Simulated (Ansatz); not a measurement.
# Na: the cost of one run

Computed with Ansatz 0.2.0 (DFT PBEsol, scalar-relativistic, unless a step's input says otherwise).

## Step 1: The starting structure

The structure is hexagonal, space group P6_3/mmc (No. 194). Conventional cell: a = 3.767 Å, b = 3.767 Å, c = 6.154 Å, α = 90.00°, β = 90.00°, γ = 120.00°. Na (site symmetry -6m2) has 12 Na at 3.77 Å as nearest neighbours.

As a file:

```cif
data_structure
_symmetry_space_group_name_H-M 'P 1'
_symmetry_Int_Tables_number 1
_cell_length_a 3.7670
_cell_length_b 3.7670
_cell_length_c 6.1540
_cell_angle_alpha 90.000
_cell_angle_beta 90.000
_cell_angle_gamma 120.000
_cell_volume 75.63
loop_
_atom_site_label
_atom_site_type_symbol
_atom_site_fract_x
_atom_site_fract_y
_atom_site_fract_z
_atom_site_occupancy
Na1 Na 0.33333 0.66667 0.25000 1
Na2 Na 0.66667 0.33333 0.75000 1
```

The structure is an experimental refinement, used without relaxation.

Atoms are numbered in the order of the input: Na1, Na2.

## Step 2: Volume × 0.94, LAPW

Contents of input.yaml:

```yaml
crystal:
  lattice:
    - [3.6901018488, 0.0, 0.0]
    - [-1.8450509244, 3.1957219436, 0.0]
    - [0.0, 0.0, 6.028372913]
  atoms:
    - { symbol: Na, position: [0.3333333333, 0.6666666667, 0.25] }
    - { symbol: Na, position: [0.6666666667, 0.3333333333, 0.75] }
kpoints:
  mp_grid: { grid: [13, 13, 7] }
  band_path:
    path:
      - [0.0, 0.0, 0.0]
      - [0.5, 0.0, 0.0]
      - [0.3333333333, 0.3333333333, 0.0]
      - [0.0, 0.0, 0.0]
      - [0.0, 0.0, 0.5]
      - [0.5, 0.0, 0.5]
      - [0.3333333333, 0.3333333333, 0.5]
      - [0.0, 0.0, 0.5]
      - [0.5, 0.0, 0.5]
    npoints: 5
scf:
  occupations: { method: fermi_dirac, width: 0.05 }
hamiltonian:
  xc: pbesol
  pseudopotentials: { kind: all_electron, lapw: { basis_error: 0.00025 } }
output:
  forces: true
  stress: true
  eigenvalues: true
```

On the command line:

```console
$ ansatz run input.yaml --threads 1 --pin off --max-ram 3072MiB --backend cpu --events-out ev --progress --plain --runs-dir out
```

What time and memory should one allow on 1 thread of Intel Xeon 6975P-C (Granite Rapids), shared host?

About 4 s, with a peak of 0.3 GiB.
